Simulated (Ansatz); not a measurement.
# C2H4OSi: one species, many methods

The task here is to estimate one member of a computed series from the others.

Computed with Ansatz 0.2.0, Gaussian basis. Level: functionals in def2-TZVPP, the program's frozen cores in correlated methods.

The runs, in order: LDA (SPW92), PBE-D4, revPBE-D4, BLYP-D4, r2SCAN-D4, B97M-V, PBE0-D4, B3LYP-D4, r2SCANh-D4, r2SCAN0-D4, HSE06-D4, BHLYP-D4, CAM-B3LYP-D4, LC-ωPBE, ωB97X-V, ωB97M-V, B2PLYP, PBE-QIDH; CCSD(T)/def2-SVP; CCSD(T)/def2-TZVPP; MP2/def2-QZVPP; extrapolation to the limit; RPA on PBE.

## The geometry

The geometry comes from an earlier relaxation with PBE0-D4 in a triple-zeta def2 set; it is a stationary point, not always the lowest conformer.

SMILES `O=C=C[SiH3]`, 8 atoms, charge 0, spin multiplicity 1.

Atoms are counted from 1 here; the program's logs count them from 0.

Bond lengths: O1–C2 1.155 Å, C2–C3 1.307 Å, C3–Si4 1.847 Å, C3–H5 1.084 Å, Si4–H6 1.486 Å, Si4–H7 1.486 Å, Si4–H8 1.484 Å. Angles: O1–C2–C3 178.2°, C2–C3–Si4 120.3°, C2–C3–H5 117.2°, Si4–C3–H5 122.5°, C3–Si4–H6 110.7°, C3–Si4–H7 110.7°, C3–Si4–H8 108.0°, H6–Si4–H7 108.1°, H6–Si4–H8 109.6°, H7–Si4–H8 109.6°.

Set-up of the first run:

in.yaml reads:

```yaml
crystal:
  periodic: [false, false, false]
  atoms:
    - {symbol: O, position_ang: [1.434399, -1.284872, 1.947165]}
    - {symbol: C, position_ang: [1.186876, -0.644684, 1.017838]}
    - {symbol: C, position_ang: [0.866896, 0.072120, -0.027274]}
    - {symbol: Si, position_ang: [-0.904853, 0.278645, -0.507895]}
    - {symbol: H, position_ang: [1.678697, 0.527262, -0.583074]}
    - {symbol: H, position_ang: [-1.291097, 1.713660, -0.489318]}
    - {symbol: H, position_ang: [-1.142927, -0.245373, -1.878124]}
    - {symbol: H, position_ang: [-1.735891, -0.473958, 0.464983]}
basis:
  gaussian: {orbitals: def2-TZVPP}
hamiltonian: {xc: lda}
output: {orbitals: {seedname: orbitals}}
```

Among the steps run: LDA; PBE-D4 (GGA); revPBE-D4 (GGA); BLYP-D4 (GGA); r2SCAN-D4 (meta-GGA); B97M-V (meta-GGA); PBE0-D4 (hybrid); B3LYP-D4 (hybrid); r2SCANh-D4 (hybrid); r2SCAN0-D4 (hybrid); HSE06-D4 (hybrid); BHLYP-D4 (hybrid); CAM-B3LYP-D4 (range-separated); LC-ωPBE (range-separated); ωB97X-V (range-separated); ωB97M-V (range-separated); B2PLYP (double hybrid); PBE-QIDH (double hybrid).

One of the session's tables, all rows but one given; the rest of the session is left out.

It belongs to the step «Frontier levels by functional». 

```
  functional  HOMO (eV)  gap (eV)
 LDA (SPW92)      -6.21      3.96
      PBE-D4      -6.05      4.04
   revPBE-D4      -5.99      4.07
     BLYP-D4      -5.91      4.02
   r2SCAN-D4      -6.30      4.55
      B97M-V      -6.38      4.70
     PBE0-D4      -7.26      6.33
    B3LYP-D4      -7.04      5.86
  r2SCANh-D4      -6.75      5.39
  r2SCAN0-D4          ?         ?
    HSE06-D4      -6.86      5.55
    BHLYP-D4      -8.35      8.63
CAM-B3LYP-D4      -8.57      8.84
     LC-ωPBE      -9.90     11.38
     ωB97X-V      -9.54     10.95
     ωB97M-V      -9.44     10.74
```

**Question.** Estimate the row for r2SCAN0-D4.

Worked estimate for «HOMO (eV)». Against the share of exact exchange, r2SCAN-D4 (0, -6.30), r2SCANh-D4 (0.1, -6.75) give a slope of -4.50 per unit share; at 0.25 the line stands at -7.42.

The run gave: HOMO (eV): -7.43; gap (eV): 6.66. In «HOMO (eV)» the line misses by +0.01.
